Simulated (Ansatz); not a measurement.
# Ti: the cost of one run

Method: DFT PBEsol, scalar-relativistic, in Ansatz 0.2.0.

### Step 1. The starting structure

The structure is cubic, space group Im-3m (No. 229). The conventional cell has a = 3.282 Å, b = 3.282 Å, c = 3.282 Å, α = 90.00°, β = 90.00°, γ = 90.00°. Around Ti (site symmetry m-3m) lie 8 Ti at 2.84 Å.

As a file:

```cif
data_structure
_symmetry_space_group_name_H-M 'P 1'
_symmetry_Int_Tables_number 1
_cell_length_a 2.8423
_cell_length_b 2.8423
_cell_length_c 2.8423
_cell_angle_alpha 109.471
_cell_angle_beta 109.471
_cell_angle_gamma 109.471
_cell_volume 17.68
loop_
_atom_site_label
_atom_site_type_symbol
_atom_site_fract_x
_atom_site_fract_y
_atom_site_fract_z
_atom_site_occupancy
Ti1 Ti 0.00000 0.00000 0.00000 1
```

### Step 2. After the deformation

Space group Im-3m before, R-3m after.

### Step 3. LAPW, all electrons

Input file input.yaml:

```yaml
crystal:
  lattice:
    - [-1.60818, 1.641, 1.641]
    - [1.641, -1.60818, 1.641]
    - [1.641, 1.641, -1.60818]
  atoms:
    - { symbol: Ti, position: [0.0, 0.0, 0.0] }
kpoints:
  mp_grid: { grid: [17, 17, 17] }
  band_path:
    path:
      - [0.0, 0.0, 0.0]
      - [0.0, 0.0, 0.5]
      - [-0.5, 0.5, 0.5]
      - [-0.7448729721, 0.2551270279, 0.2551270279]
      - [0.2551270279, 0.2551270279, 0.2551270279]
      - [0.0, 0.0, 0.0]
      - [-0.5, 0.0, 0.5]
    npoints: 5
scf:
  occupations: { method: fermi_dirac, width: 0.08 }
hamiltonian:
  xc: pbesol
  pseudopotentials: { kind: all_electron, lapw: { basis_error: 0.001 } }
output:
  forces: true
  stress: true
  eigenvalues: true
```

Launch:

```bash
> ansatz run input.yaml --threads 1 --pin off --max-ram 3072MiB --backend cpu --events-out ev --progress --plain --runs-dir out
```

**Question.** How long does this run take on 1 thread of Intel Xeon Platinum 8488C (Sapphire Rapids), shared host, and how much memory does it need?

About 16 s, with a peak of 0.46 GiB.
